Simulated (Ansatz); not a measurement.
**Cl (sc type): how the settings move a single-point run**

Question: which choices in the input matter for Cl (sc type)?

Program: Ansatz 0.2.0. Level of theory: reference: DFT, PBEsol, norm-conserving pseudopotentials, Ansatz's default files, scalar-relativistic. These are calculated values, not measurements.

1 further run of the same task is left out (set aside as unsound or not needed). Runs told in other sessions of the task aren't counted.

### 1 Starting point

It takes space group Pm-3m (No. 221, cubic). Conventional cell: a = 2.212 Å, b = 2.212 Å, c = 2.212 Å, α = 90.00°, β = 90.00°, γ = 90.00°. Cl (site symmetry m-3m) is surrounded by 6 Cl at 2.21 Å.

Structure file:

```
Cl
1.0
     2.21151    0.00000    0.00000
     0.00000    2.21151    0.00000
     0.00000    0.00000    2.21151
Cl
1
Direct
  0.00000 0.00000 0.00000
```

### 2 Reference

input.yaml reads:

```yaml
crystal:
  lattice:
    - [2.2115069319, 0.0, 0.0]
    - [0.0, 2.2115069319, 0.0]
    - [0.0, 0.0, 2.2115069319]
  atoms:
    - { symbol: Cl, position: [0.0, 0.0, 0.0] }
kpoints:
  mp_grid: { grid: [15, 15, 15] }
scf:
  occupations: { method: fermi_dirac, width: 0.08 }
hamiltonian:
  xc: pbesol
  pseudopotentials: { kind: nc }
output:
  forces: true
  stress: true
  eigenvalues: true
```

Launch:

```sh
$ ansatz run input.yaml --threads 1 --pin off --max-ram 2048MiB --backend cpu --events-out ev --progress --plain --runs-dir out
```

### 3 Changed: occupations.method gaussian, occupations.width 0.001, preconditioner local_kerker

Edit input.yaml of step 2 so:

```diff
@@ -10,3 +10,4 @@
 scf:
-  occupations: { method: fermi_dirac, width: 0.08 }
+  occupations: { method: gaussian, width: 0.001 }
+  mixing: { preconditioner: local_kerker }
 hamiltonian:
```

Q: Predict the outcome of this session. Wanted: for each run, ending; energy change; pressure; gap; force.

The runs gave:

```
                                                                                 run     ending        energy change  pressure (GPa)  gap (eV)  force (eV/Å)  cycles   time
                                                                           reference  converged                    0           146.8      0.00          0.00       6  2.1 s
1: occupations.method gaussian, occupations.width 0.001, preconditioner local_kerker  converged  -0.6 meV/atom (σ→0)           149.2      0.00          0.00       6  2.2 s
```

Residual by cycle in the longest SCF loop of each run; runs are numbered as in the table. The quantity is the density residual dr2, in eV.

```
cycle  reference    run 1
    1      0.132     0.13
    2     0.0114   0.0402
    3     1.8e-4   1.9e-4
    4     7.6e-7   8.7e-6
    5     6.3e-9   1.8e-8
    6    8.1e-10  3.3e-11
```

Changing the smearing and mixing moves the energy by -0.6 meV/atom (σ→0 values), and the pressure goes from 146.8 to 149.2 GPa. Mixing only sets the path, so the shift comes from the other change. The structure is not at rest: the sound run finds 147 GPa, so these are no properties of the relaxed crystal. 
